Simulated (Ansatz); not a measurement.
# BF2HS: a relaxed scan of the bond length B2–F3

An exercise on one series of results from a longer session: the logs are not shown, and one member is left open.

Program: Ansatz 0.2.0, Gaussian basis. Level of theory: single points in def2-TZVPP. These are calculated values, not measurements.

Levels: PBE-D4, r2SCAN-D4, PBE0-D4, B3LYP-D4, wB97M-V, Hartree-Fock, MP2, CCSD, CCSD(T). The scan takes 1.082, 1.137, 1.219, 1.314, 1.419, 1.533, 1.653, 1.780, 1.913 Å.

Correlated methods freeze the cores. B3LYP uses VWN-RPA correlation.

42 further runs of the same task are left out: 42 set aside as unsound or not needed.

**The starting structure**

The minimum, relaxed at PBE0-D4: SMILES `FB(F)S`, 5 atoms, charge 0, spin multiplicity 1.

Atoms are counted from 1 here; the program's logs count them from 0.

Bond lengths: F1–B2 1.318 Å, B2–F3 1.319 Å, B2–S4 1.800 Å, S4–H5 1.342 Å. Angles: F1–B2–F3 118.2°, F1–B2–S4 119.2°, F3–B2–S4 122.6°, B2–S4–H5 94.6°.

Coordinates:

| atom | x (Å) | y (Å) | z (Å) |
| --- | --- | --- | --- |
| F1 | 0.4338 | -1.7581 | 0.0891 |
| B2 | 0.0640 | -0.4998 | 0.2177 |
| F3 | -0.4131 | -0.1051 | 1.3824 |
| S4 | 0.2264 | 0.6104 | -1.1903 |
| H5 | -0.2613 | 1.6789 | -0.5403 |

Energies of the minimum (eV), from earlier single points: PBE-D4 -16958.01429, r2SCAN-D4 -16965.50362, PBE0-D4 -16959.00845, B3LYP-D4 -16969.58043, wB97M-V -16966.75115, CCSD(T) -16946.12320.

At the minimum the bond length B2–F3 is 1.319 Å.

Set-up of the first run:

File relax/in.yaml:

```yaml
crystal:
  periodic: [false, false, false]
  atoms:
    - {symbol: F, position_ang: [0.433765, -1.758072, 0.089134]}
    - {symbol: B, position_ang: [0.064015, -0.499780, 0.217682]}
    - {symbol: F, position_ang: [-0.327365, -0.176063, 1.173063]}
    - {symbol: S, position_ang: [0.226449, 0.610386, -1.190272]}
    - {symbol: H, position_ang: [-0.261326, 1.678915, -0.540296]}
basis:
  gaussian: {orbitals: def2-TZVP}
hamiltonian: {xc: pbe0, dispersion: d4}
relax: {f_tol: 0.005, max_steps: 200, constraints: [{distance: [1, 2]}]}
```

No record of the launch command was kept for these runs.

Among the steps run: B2–F3 = 1.082 Å; B2–F3 = 1.137 Å; B2–F3 = 1.219 Å; B2–F3 = 1.314 Å; B2–F3 = 1.419 Å; B2–F3 = 1.533 Å; B2–F3 = 1.653 Å; B2–F3 = 1.780 Å; B2–F3 = 1.913 Å.

One table of the session follows, with a row left open; its other results are not shown here.

Energies less that of the minimum at the same level (eV):

| bond length (Å) | PBE-D4 | PBE0-D4 | B3LYP-D4 | wB97M-V | Hartree-Fock |
| --- | --- | --- | --- | --- | --- |
| 1.082 | 2.189 | 2.050 | 2.083 | 2.100 | 1.900 |
| 1.137 | 1.163 | 1.056 | 1.084 | 1.094 | 0.934 |
| 1.219 | 0.322 | 0.263 | 0.280 | 0.283 | 0.191 |
| 1.314 | 0.004 | 0.001 | 0.001 | 0.002 | -0.003 |
| 1.319 (minimum) | 0.000 | 0.000 | 0.000 | 0.000 | 0.000 |
| 1.419 | 0.114 | 0.172 | 0.153 | 0.155 | 0.251 |
| 1.533 | 0.509 | 0.634 | 0.590 | 0.601 | 0.806 |
| 1.653 | 1.056 | 1.245 | 1.175 | 1.205 | 1.514 |
| 1.780 | ? | ? | ? | ? | ? |
| 1.913 | 2.292 | 2.604 | 2.483 | 2.565 | 3.056 |

Q: Estimate the row for bond length (Å) = 1.780 from the others.

Worked estimate for «PBE-D4». A straight line through the neighbours (1.653, 1.056) and (1.913, 2.292) gives 1.056 + (2.292 − 1.056) × (1.780 − 1.653) / (1.913 − 1.653) = 1.660; a parabola fitted to 3 rows on both sides gives 1.651.

The run gave: PBE-D4: 1.670; PBE0-D4: 1.923; B3LYP-D4: 1.826; wB97M-V: 1.880; Hartree-Fock: 2.287. In «PBE-D4» the line misses by -0.010 and the parabola by -0.019.
